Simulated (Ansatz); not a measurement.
This script makes an atomisation energy of CH6SeSiSn, SMILES [SiH3][CH]1[Se][SnH2]1 with Ansatz's Python interface.

Script `tae_ch6sesisn.py`:
```python
"""Atomisation energy of CH6SeSiSn at the given geometry."""

from collections import Counter
from dataclasses import dataclass

import ansatz as az


@dataclass
class RunConfig:
    basis: str = "def2-SVP"
    functional: str = "r2scan"


settings = RunConfig()


def energy_of(molecule, charge=0, unpaired=0):
    calc = (
        molecule.calculation()
        .basis(gaussian=settings.basis)
        .functional(settings.functional)
        .accuracy("medium")
    )
    if charge:
        calc = calc.charge(charge)
    if unpaired:
        calc = calc.spin("collinear", total=unpaired)
    report = calc.run(threads=1, pin="off").report
    if report["published_state_doubts"]:
        print("  doubts:", report["published_state_doubts"])
    return report["free_energy_ev"]

GEOMETRY = """
Si   -0.92340    0.22120   -1.16010
C    -0.31550   -0.72660    0.26550
Se    1.16450   -1.77640   -0.24130
Sn    1.24270    0.33850    1.33420
H    -1.70260   -0.63350   -2.09950
H    -1.87860    1.32400   -0.66980
H     0.16930    0.89900   -1.89180
H    -1.01680   -1.24150    0.88540
H     1.43740   -0.14560    3.03940
H     1.90610    1.68970    0.54090
"""

ch6sesisn = az.Crystal.molecule()
for line in GEOMETRY.strip().splitlines():
    symbol, *xyz = line.split()
    ch6sesisn = ch6sesisn.atom(symbol, [float(v) for v in xyz])

# Hund ground states
unpaired = {"Si": 2, "C": 2, "Se": 2, "Sn": 2, "H": 1}
counts = Counter(site.symbol for site in ch6sesisn.cartesian_sites)
atom_energy = {s: energy_of(az.Crystal.molecule().atom(s, (0, 0, 0)), 0, unpaired[s]) for s in counts}
whole = energy_of(ch6sesisn, 0, 0)
for s, e in atom_energy.items():
    print(f"{s:2s} x{counts[s]}  {e:14.5f} eV")
print(f"CH6SeSiSn: {whole:.5f} eV")
split = sum(counts[s] * e for s, e in atom_energy.items()) - whole
print(f"atomisation energy (no zero-point term): {23.060548 * split:.1f} kcal/mol, {split / sum(counts.values()):.3f} eV an atom")
```

What does it cost to take this molecule apart into atoms?

673.7 kcal/mol from the electronic energies, without the zero-point term.

The run itself:

```console
$ python tae_ch6sesisn.py
Si x1     -7870.75193 eV
C  x1     -1028.24726 eV
Se x1    -65339.65554 eV
Sn x1     -5832.10669 eV
H  x6       -13.58417 eV
CH6SeSiSn: -80181.47940 eV
atomisation energy (no zero-point term): 673.7 kcal/mol, 2.921 eV an atom
```

Notes:
- These settings explore the input space; basis and method may be short of convergence.
- The geometry is a force-field or estimated start, not a minimum of this method, and the basis set is short of its limit. All parts are taken at fixed geometry, without zero-point energy.
- def2 sets replace the cores of elements past krypton by effective core potentials.
- The spin-orbit lowering of heavy atoms is left out.
- Wall time of the script: 18 s on 1 thread of Intel(R) Xeon(R) Platinum 8259CL CPU @ 2.50GHz (Skylake/Cascade Lake), with other jobs on the host, peak memory 0.26 GiB.
